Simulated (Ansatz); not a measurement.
**CH₅InSi: a ladder of functionals and wavefunction methods**

Aim: compute CH₅InSi with functionals from several rungs and with coupled cluster. The yardstick is the atomisation energy at the CCSD(T) limit.

Computed with Ansatz 0.2.0, Gaussian basis. Level: functionals in def2-TZVPP, the program's frozen cores in correlated methods.

Levels to be run: LDA (SPW92), PBE-D4, revPBE-D4, BLYP-D4, r2SCAN-D4, B97M-V, PBE0-D4, B3LYP-D4, r2SCANh-D4, r2SCAN0-D4, HSE06-D4, BHLYP-D4, CAM-B3LYP-D4, LC-ωPBE, ωB97X-V, ωB97M-V, B2PLYP, PBE-QIDH; CCSD(T)/def2-SVP; CCSD(T)/def2-TZVPP; MP2/def2-QZVPP; extrapolation to the limit; RPA on PBE.

1 further run of the same task is left out (for a known fault of the program).

## 1. The relaxed structure

The geometry comes from an earlier relaxation with PBE0-D4 in a triple-zeta def2 set; it is a stationary point, not always the lowest conformer. In takes the def2 core potential; no spin-orbit term is included.

8 atoms, charge 0, spin multiplicity 1.

Atoms are counted from 1 here; the program's logs count them from 0.

Bond lengths: C1–Si2 1.741 Å, C1–H4 1.084 Å, C1–H5 1.084 Å, Si2–In3 2.681 Å, Si2–H6 1.479 Å, Si2–H7 1.479 Å, In3–H8 1.771 Å. Angles: Si2–C1–H4 122.4°, Si2–C1–H5 122.4°, H4–C1–H5 115.2°, C1–Si2–In3 77.2°, C1–Si2–H6 120.8°, C1–Si2–H7 120.8°, In3–Si2–H6 106.9°, In3–Si2–H7 106.9°, H6–Si2–H7 114.1°, Si2–In3–H8 118.7°.

## 2. LDA

This LDA is Slater exchange with PW92 correlation.

The input, in.yaml:

```yaml
crystal:
  periodic: [false, false, false]
  atoms:
    - {symbol: C, position_ang: [-0.662617, 0.028565, -0.753523]}
    - {symbol: Si, position_ang: [0.497831, 1.050978, 0.045551]}
    - {symbol: In, position_ang: [0.750123, -1.271942, 1.360204]}
    - {symbol: H, position_ang: [-0.406623, -0.578882, -1.614495]}
    - {symbol: H, position_ang: [-1.693744, -0.046366, -0.426465]}
    - {symbol: H, position_ang: [0.062885, 2.061057, 1.034900]}
    - {symbol: H, position_ang: [1.808838, 1.338897, -0.576237]}
    - {symbol: H, position_ang: [-0.264394, -2.639507, 0.874266]}
basis:
  gaussian: {orbitals: def2-TZVPP}
hamiltonian: {xc: lda}
output: {orbitals: {seedname: orbitals}}
```

Started as:

```sh
ansatz run in.yaml --threads 2 --pin off --events-out ev --progress --plain --max-ram 4352MiB
```

Further steps of the session: PBE-D4 (GGA); revPBE-D4 (GGA); BLYP-D4 (GGA); r2SCAN-D4 (meta-GGA); B97M-V (meta-GGA); PBE0-D4 (hybrid); B3LYP-D4 (hybrid); r2SCANh-D4 (hybrid); r2SCAN0-D4 (hybrid); HSE06-D4 (hybrid); BHLYP-D4 (hybrid); CAM-B3LYP-D4 (range-separated); LC-ωPBE (range-separated); ωB97X-V (range-separated); ωB97M-V (range-separated); B2PLYP (double hybrid); PBE-QIDH (double hybrid); CCSD(T) in def2-SVP; CCSD(T) in def2-TZVPP; MP2 in def2-QZVPP; RPA on PBE orbitals.

Q: Predict the results of all the runs planned. Wanted: atomisation energy, CCSD(T)/CBS; farthest beyond LDA; mean size of error, GGA; mean size of error, meta-GGA; mean size of error, hybrid; mean size of error, range-separated; mean size of error, double hybrid; gap, smallest and largest; T1 diagnostic.

As calculated:

| quantity | value |
| --- | --- |
| atomisation energy, CCSD(T)/CBS | 540.0 kcal/mol |
| functionals within 5.4 kcal/mol (1.0 %) | PBE-D4, BLYP-D4, r2SCAN-D4, B97M-V, PBE0-D4, B3LYP-D4, r2SCANh-D4, HSE06-D4, CAM-B3LYP-D4, ωB97X-V, ωB97M-V |
| farthest beyond LDA | BHLYP-D4 (-15.2 kcal/mol) |
| mean size of error, GGA | 4.9 kcal/mol |
| mean size of error, meta-GGA | 2.7 kcal/mol |
| mean size of error, hybrid | 5.9 kcal/mol |
| mean size of error, range-separated | 6.1 kcal/mol |
| mean size of error, double hybrid | 10.1 kcal/mol |
| gap, smallest and largest | 2.19 eV (LDA (SPW92)), 7.67 eV (LC-ωPBE) |
| T1 diagnostic | 0.0178 |
| triples share of the correlation energy | 4.0 % |

What this shows: LDA overbinds by 70.4 kcal/mol (13 %). PBE-D4 is off by +2.7 kcal/mol. Double hybrids carry the basis error of their MP2 part in triple zeta, and no dispersion term here, so their miss is partly the set-up's. The rungs meta-GGA, GGA miss on average by less than the doubt on the reference (5.4 kcal/mol), so they tie. The reference freezes the cores and leaves out spin-orbit coupling and excitations past (T), and its outer-core shells are covered unevenly, so misses under about 5.4 kcal/mol can't be ranked. All levels share the lack of spin-orbit coupling, which lowers the free heavy atoms and so the true binding. Hartree-Fock recovers 71 % of the binding; the rest is correlation. CCSD(T) in def2-SVP is off by -38.0 kcal/mol, more than most functionals: a good method in a small basis is no reference. The gap grows from 2.2 to 7.7 eV across the functionals, mostly with the share of exact exchange. The restricted reference is unstable towards a spin-broken one. Correlated methods include outer-core shells of In, which these sets cover unevenly.
